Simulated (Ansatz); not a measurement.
# Cu: an axial (c/a) deformation path

The task here is to estimate one member of a computed series from the others.

This is Cu in the hcp structure; at room conditions it is fcc.

Program: Ansatz 0.2.0. Level of theory: DFT r2SCAN, scalar-relativistic, plane waves, PAW. These are calculated values, not measurements.

1 further run of the same task is left out (it didn't finish).

## The system as given

It takes space group P6_3/mmc (No. 194, hexagonal). The conventional cell has a = 2.534 Å, b = 2.534 Å, c = 4.113 Å, α = 90.00°, β = 90.00°, γ = 120.00°. Around Cu (site symmetry -6m2) lie 12 Cu at 2.52 to 2.53 Å.

Coordinates:

```cif
data_structure
_symmetry_space_group_name_H-M 'P6_3/mmc'
_symmetry_Int_Tables_number 194
_cell_length_a 2.5341
_cell_length_b 2.5341
_cell_length_c 4.1126
_cell_angle_alpha 90.000
_cell_angle_beta 90.000
_cell_angle_gamma 120.000
_cell_volume 22.87
loop_
_atom_site_label
_atom_site_type_symbol
_atom_site_symmetry_multiplicity
_atom_site_Wyckoff_symbol
_atom_site_fract_x
_atom_site_fract_y
_atom_site_fract_z
_atom_site_occupancy
Cu1 Cu 2 c 0.33333 0.66667 0.25000 1
```

It goes back to an entry of the Materials Project, which need not be the stable form.

No relaxation comes first: the listed cell is the starting point.

Set-up of the first run:

File input.yaml:

```yaml
crystal:
  lattice:
    - [2.5340966698, 0.0, 0.0]
    - [-1.2670483349, 2.1945920917, 0.0]
    - [0.0, 0.0, 4.112571]
  atoms:
    - { symbol: Cu, position: [0.3333333333, 0.6666666667, 0.25] }
    - { symbol: Cu, position: [0.6666666667, 0.3333333333, 0.75] }
basis:
  ecutwfc: 500
kpoints:
  mp_grid: { grid: [24, 24, 14] }
hamiltonian:
  xc: r2scan
scf:
  occupations: { method: gaussian, width: 0.15 }
output:
  forces: true
  stress: true
  eigenvalues: true
  write_density: true
  write_potential: true
  elf: true
  volumetric_format: npy
```

Launch:

```
> ansatz run input.yaml --threads 1 --pin off --max-ram 2560MiB --backend cpu --events-out ev --progress --plain --runs-dir out
```

Steps of the session up to this table: The reference: the undisturbed cell on the scan's mesh; Point ρ = 0.850; At ρ = 1.200; Point ρ = 0.920; ρ = 1.100; Point ρ = 0.960; At ρ = 1.050; At ρ = 0.800; ρ = 1.300.

One of the session's tables, all rows but one given; the rest of the session is left out.

It belongs to the step «The scan collected». The scan, with free energies counted from the undisturbed cell:

```
    ρ  ΔE (meV/atom)  pressure (GPa)
0.800          194.5             8.1
0.850          114.9             4.9
0.920              ?               ?
0.960           11.1             0.6
1.000            0.0             0.2
1.050            6.8             0.5
1.100           33.9             1.8
1.200          138.5             6.7
1.300          304.8            14.6
```

**Question.** Estimate the row for ρ = 0.920.

Worked estimate for «ΔE (meV/atom)». A straight line through the neighbours (0.850, 114.9) and (0.960, 11.1) gives 114.9 + (11.1 − 114.9) × (0.920 − 0.850) / (0.960 − 0.850) = 48.8; a parabola fitted to 4 rows on both sides gives 37.2.

As computed: ΔE (meV/atom): 37.4; pressure (GPa): 1.7. In «ΔE (meV/atom)» the line misses by +11.4 and the parabola by -0.2.
